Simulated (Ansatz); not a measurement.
# CH4BrNOSi: basis-set convergence

The task here is to estimate one member of a computed series from the others.

Program: Ansatz 0.2.0, Gaussian basis. Level of theory: one geometry, several basis sets. These are calculated values, not measurements.

Levels to be run: PBE0-D4/def2-SVP; ωB97M-V/def2-SVP; PBE0-D4/def2-QZVPP; ωB97M-V/def2-QZVPP; the functionals' def2-TZVPP values are taken from earlier runs.

### The relaxed structure

An earlier PBE0-D4 in a triple-zeta def2 set relaxation fixed the geometry.

SMILES `N=C[SiH](O)Br`, 9 atoms, charge 0, spin multiplicity 1.

Atoms are counted from 1 here; the program's logs count them from 0.

Bond lengths: N1–C2 1.269 Å, N1–H6 1.024 Å, C2–Si3 1.882 Å, C2–H7 1.096 Å, Si3–O4 1.635 Å, Si3–Br5 2.222 Å, Si3–H8 1.477 Å, O4–H9 0.959 Å. Angles: C2–N1–H6 110.9°, N1–C2–Si3 123.5°, N1–C2–H7 116.8°, Si3–C2–H7 119.8°, C2–Si3–O4 109.1°, C2–Si3–Br5 107.6°, C2–Si3–H8 112.8°, O4–Si3–Br5 111.1°, O4–Si3–H8 107.8°, Br5–Si3–H8 108.4°, Si3–O4–H9 118.6°.

Geometry (Å):

```xyz
9
charge 0, multiplicity 1
N     0.7395    0.9296    1.5949
C     0.5868    1.0472    0.3405
Si   -0.4442   -0.1389   -0.6951
O    -0.9341   -1.3836    0.2449
Br    0.8321   -0.8540   -2.3678
H     0.2294    0.1158    1.9502
H     1.0931    1.8916   -0.1418
H    -1.6486    0.4973   -1.2664
H    -0.3655   -2.1515    0.3236
```

The first run:

Contents of in.yaml:

```yaml
crystal:
  periodic: [false, false, false]
  atoms:
    - {symbol: N, position_ang: [0.739481, 0.929590, 1.594903]}
    - {symbol: C, position_ang: [0.586827, 1.047231, 0.340455]}
    - {symbol: Si, position_ang: [-0.444152, -0.138858, -0.695071]}
    - {symbol: O, position_ang: [-0.934142, -1.383583, 0.244880]}
    - {symbol: Br, position_ang: [0.832101, -0.853981, -2.367773]}
    - {symbol: H, position_ang: [0.229354, 0.115818, 1.950203]}
    - {symbol: H, position_ang: [1.093100, 1.891634, -0.141813]}
    - {symbol: H, position_ang: [-1.648579, 0.497294, -1.266420]}
    - {symbol: H, position_ang: [-0.365489, -2.151545, 0.323636]}
basis:
  gaussian: {orbitals: def2-SVP}
hamiltonian: {xc: pbe0, dispersion: d4}
output: {orbitals: {seedname: orbitals}}
```

Command:

```bash
$ ansatz run in.yaml --threads 4 --pin off --events-out ev --progress --plain --max-ram 10444MiB
```

Among the steps run: PBE0-D4 in def2-SVP; ωB97M-V in def2-SVP; PBE0-D4 in def2-QZVPP; ωB97M-V in def2-QZVPP.

One table of the session follows, with a row left open; its other results are not shown here.

It belongs to the step «Functionals by basis». 

```
functional       basis  HOMO (eV)
   PBE0-D4    def2-SVP      -7.25
   PBE0-D4  def2-TZVPP      -7.44
   PBE0-D4  def2-QZVPP      -7.48
   ωB97M-V    def2-SVP          ?
   ωB97M-V  def2-TZVPP      -9.73
   ωB97M-V  def2-QZVPP      -9.77
```

Q: Estimate the row for ωB97M-V, def2-SVP from the others.

The run gave: HOMO (eV): -9.52. In the column «HOMO (eV)» it lies between ωB97M-V, def2-TZVPP (-9.73) and PBE0-D4, def2-QZVPP (-7.48).
